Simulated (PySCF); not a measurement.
# A diatomic session: AlAs

One table from this session's results is given with a row withheld; the runs are named, their logs left out.

Program: PySCF 2.14.0. Level of theory: Al def2-SVP, As def2-SVP, no relativity. These are calculated values, not measurements.

Set-up of the first run:

The job is set up so:

```json
{
 "atoms": "Al, As",
 "charge": "0",
 "basis": "Al def2-SVP, As def2-SVP",
 "Hamiltonian": "no relativity",
 "basis functions": "50",
 "electrons treated": "46",
 "masses in u": "26.9815, 74.9216",
 "levels": "PBE0, PBE, r²SCAN, TPSSh, B3LYP, M06-L, CAM-B3LYP, HF, MP2, SCS-MP2, CCSD, CCSD(T)",
 "grid": "80 radial by 434 angular points",
 "occupations": "held fixed by the projection of orbital angular momentum",
 "dissociation limit": "Al + As, each in its ground configuration",
 "starting distance in angstrom": "2.370",
 "values of 2S to try": "0, 2, 4"
}
```

On the command line:

```sh
$ OMP_NUM_THREADS=1 python dia.py task.json out
```

Steps of the session up to this table: Set-up; First curve: PBE0; Higher solutions at PBE0; PBE; r²SCAN (meta-GGA); TPSSh (hybrid meta-GGA); B3LYP (global hybrid GGA); M06-L (meta-GGA); CAM-B3LYP (range-separated hybrid); UHF; MP2 and coupled cluster.

One of the session's tables, all rows but one given; the rest of the session is left out.

It belongs to the step «Constants by level of theory». 

| level | Re (Å) | ωe (cm⁻¹) | De (eV) |
| --- | --- | --- | --- |
| UHF | 2.541 | 303 | 1.00 |
| UHF-MP2 | 2.523 | 309 | 1.63 |
| UHF-SCS-MP2 | 2.533 | 304 | 1.60 |
| UHF-CCSD | 2.533 | 303 | 1.61 |
| UHF-CCSD(T) | 2.535 | 301 | 1.68 |
| PBE | ? | ? | ? |
| r²SCAN | 2.534 | 299.4 | 2.14 |
| M06-L | 2.537 | 296.0 | 2.22 |
| TPSSh | 2.539 | 298.5 | 2.09 |
| B3LYP | 2.550 | 293.1 | 2.13 |
| PBE0 | 2.532 | 303 | 2.10 |
| CAM-B3LYP | 2.519 | 307 | 2.07 |

**Question.** Estimate the row for PBE.

The run gave: Re (Å): 2.556; ωe (cm⁻¹): 291.0; De (eV): 2.23. In the column «Re (Å)» it is the highest.
